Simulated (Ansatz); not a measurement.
**GeH₂O (singlet): the correlation ladder, cc-pVDZ**

How much of the correlation energy of GeH₂O (singlet) does each wave-function method recover here?

Program: Ansatz 0.2.0, Gaussian basis. Level of theory: cc-pVDZ, core rule «outside noble gas», up to 15 orbitals frozen. These are calculated values, not measurements.

The runs, in order: UHF; CCSD(T) on RHF; BCCD(T) on RHF; CISD; CCSDT(Q) on RHF.

23 further runs of the same task are left out: 9 for a known fault of the program, 6 that didn't finish, 8 set aside as unsound or not needed.

## (1) What is computed

The geometry is a PBE0/def2-TZVP stationary point (not a proven minimum). No spin-orbit coupling is included. The filled d shell of Ge may be among the frozen orbitals whatever the setting's name suggests; the logs give the count.

4 atoms, charge 0, spin multiplicity 1.

Atoms are counted from 1 here; the program's logs count them from 0.

Bond lengths: Ge1–O2 1.791 Å, Ge1–H3 1.599 Å, O2–H4 0.961 Å. Angles: O2–Ge1–H3 92.3°, Ge1–O2–H4 111.5°.

Coordinates:

```mol
GeH2O
  3D, bonds by distance, orders not assigned

  4  3  0  0  0  0  0  0  0  0999 V2000
    0.0000   -0.0451    0.3362 Ge  0  0
    0.0000    0.1518   -1.4436 O   0  0
    0.0000    1.5359    0.5766 H   0  0
    0.0000   -0.6985   -1.8920 H   0  0
  1  2  8  0
  1  3  8  0
  2  4  8  0
M  END
```

## (2) UHF

in.yaml reads:

```yaml
crystal:
  periodic: [false, false, false]
  atoms:
    - {symbol: Ge, position_ang: [0.000000, -0.045054, 0.336205]}
    - {symbol: O, position_ang: [0.000000, 0.151798, -1.443563]}
    - {symbol: H, position_ang: [0.000000, 1.535873, 0.576619]}
    - {symbol: H, position_ang: [0.000000, -0.698502, -1.891995]}
basis:
  gaussian: {orbitals: cc-pVDZ}
magnetization: {spin_polarized: true, initial_magnetization: 0}
hamiltonian: {xc: hf}
output: {orbitals: {seedname: orbitals}}
```

The run is started by

```bash
> ansatz run in.yaml --threads 1 --pin off --events-out ev --progress --plain --max-ram 2393MiB
```

The runs that follow: CCSD(T) on RHF; BCCD(T) on RHF; CISD; CCSDT(Q) on RHF.

**Question.** What will the summary of the whole plan be? Wanted: RCCSDT(Q) below the RHF energy; RMP2 from RCCSDT(Q); RCCSD from RCCSDT(Q); RCCSD(T) from RCCSDT(Q); T1 diagnostic.

As calculated:

```
                         quantity            value
   RCCSDT(Q) below the RHF energy       -8.2741 eV
              RMP2 from RCCSDT(Q)       +822.4 meV
             RCCSD from RCCSDT(Q)       +248.6 meV
          RCCSD(T) from RCCSDT(Q)        +43.9 meV
levels within 1 kcal/mol (43 meV)  BCCD(T), RCCSDT
                    T1 diagnostic            0.021
```

RCCSD(T) misses by +43.9 meV, 0.5 % of the correlation energy. These misses are within one basis, not against nature.
